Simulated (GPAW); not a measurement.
A run of GPAW 26.7.0 is set up as follows.

File run.py:

```python
import numpy as np
from ase.dft.bandgap import bandgap
from ase.io import read, write
from gpaw import GPAW, PW

atoms = read('Hf.xyz')
atoms.pbc = (True, True, False)

calc = GPAW(mode=PW(450),
            xc='LDA',
            kpts={'size': (10, 10, 1), 'gamma': True},
            occupations={'name': 'fermi-dirac', 'width': 0.05},
            nbands=34,
            convergence={'density': 1e-05, 'energy': 1e-05},
            maxiter=150,
            poissonsolver={'dipolelayer': 'xy'},
            txt='gpaw.txt')
atoms.calc = calc
energy = atoms.get_potential_energy()
forces = atoms.get_forces()
calc.write('gs.gpw')
write('result.traj', atoms)
print(f'Energy: {energy:.6f} eV')
print('Forces (eV/A):')
print(forces.round(4))
print('Fermi level:', round(calc.get_fermi_level(), 4), 'eV')
print(f'Gap: {bandgap(calc)[0]:.4f} eV, direct: {bandgap(calc, direct=True)[0]:.4f} eV')

v = calc.get_electrostatic_potential().mean(axis=(0, 1))
z = np.arange(len(v)) * atoms.cell[2, 2] / len(v)
ef = calc.get_fermi_level()
np.savetxt('planar.dat', np.c_[z, v], fmt='%.4f')
below, above = np.interp([1.5, atoms.cell[2, 2] - 1.5], z, v) - ef
print(f'Work functions: bottom {below:.4f} eV, top {above:.4f} eV')
print('Dipole moment:', *calc.get_dipole_moment().round(5), 'e A')
```

Hf.xyz

```xyz
3
Lattice="3.1966985242 0.0000000000 0.0000000000 -1.5983492621 2.7684221302 0.0000000000 0.0000000000 0.0000000000 20.0578000000" Properties=species:S:1:pos:R:3 pbc="T T T"
Hf     1.5983492621      0.9228073769      7.4999999998
Hf     0.0000000000      1.8456147533     10.0289000000
Hf     1.5983492621      0.9228073769     12.5578000002
```

Potentials or basis: the program's PAW data sets (release 1.2.1) made for this functional, pw.

The run is started by

```console
$ OMP_NUM_THREADS=1 python run.py
```

Task: Estimate the work function of the upper face.

Result: 4.50 eV.

Task: Estimate the band gap on the k mesh.

Result: None (metal or under the smearing width).

Forces in eV/Å, atoms in the order of the input:
```
Hf   0.000  0.000  0.872
Hf   0.000  0.000  0.000
Hf   0.000  0.000 -0.872
```

The run has no spin-orbit coupling, so splittings on Hf are missing.
